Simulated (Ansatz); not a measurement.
# ZnO: the cost of one run

Method: DFT r2SCAN, scalar-relativistic, plane waves, PAW, in Ansatz 0.2.0.

1 further run of the same task is left out (set aside as unsound or not needed). Runs told in other sessions of the task aren't counted.

### 1 The structure to begin with

Symmetry: P6_3mc, No. 186, hexagonal system. Conventional cell: a = 3.235 Å, b = 3.235 Å, c = 5.211 Å, α = 90.00°, β = 90.00°, γ = 120.00°. Zn (site symmetry 3m) has 4 O at 1.97 to 1.98 Å in its first shell of neighbours. O (site symmetry 3m) is surrounded by 4 Zn at 1.97 to 1.98 Å.

Coordinates:

```
Zn O
1.0
     3.23520    0.00000    0.00000
    -1.61760    2.80177    0.00000
     0.00000    0.00000    5.21142
Zn O
2 2
Direct
  0.33333 0.66667 0.00124
  0.66667 0.33333 0.50124
  0.33333 0.66667 0.38086
  0.66667 0.33333 0.88086
```

This cell was relaxed beforehand with the same method: volume 11.81 Å³/atom, gap on the mesh 1.24 eV.

### 2 The undisturbed cell

Contents of input.yaml:

```yaml
crystal:
  lattice:
    - [3.2352006, 0.0, 0.0]
    - [-1.6176003, 2.8017659059, 0.0]
    - [0.0, 0.0, 5.2114160454]
  atoms:
    - { symbol: Zn, position: [0.3333333333, 0.6666666667, 0.0012360745] }
    - { symbol: Zn, position: [0.6666666667, 0.3333333333, 0.5012360745] }
    - { symbol: O, position: [0.3333333333, 0.6666666667, 0.3808639255] }
    - { symbol: O, position: [0.6666666667, 0.3333333333, 0.8808639255] }
basis:
  ecutwfc: 500
kpoints:
  mp_grid: { grid: [12, 12, 6] }
hamiltonian:
  xc: r2scan
scf:
  occupations: { method: gaussian, width: 0.05 }
output:
  forces: true
  stress: true
  eigenvalues: true
```

Command:

```console
ansatz run input.yaml --threads 1 --pin off --max-ram 2560MiB --backend cpu --events-out ev --progress --plain --runs-dir out
```

**Question.** How long does this run take on 1 thread of Intel Xeon at 2.50GHz (Skylake/Cascade Lake), shared host, and how much memory does it need?

About 32 s, with a peak of 0.51 GiB.
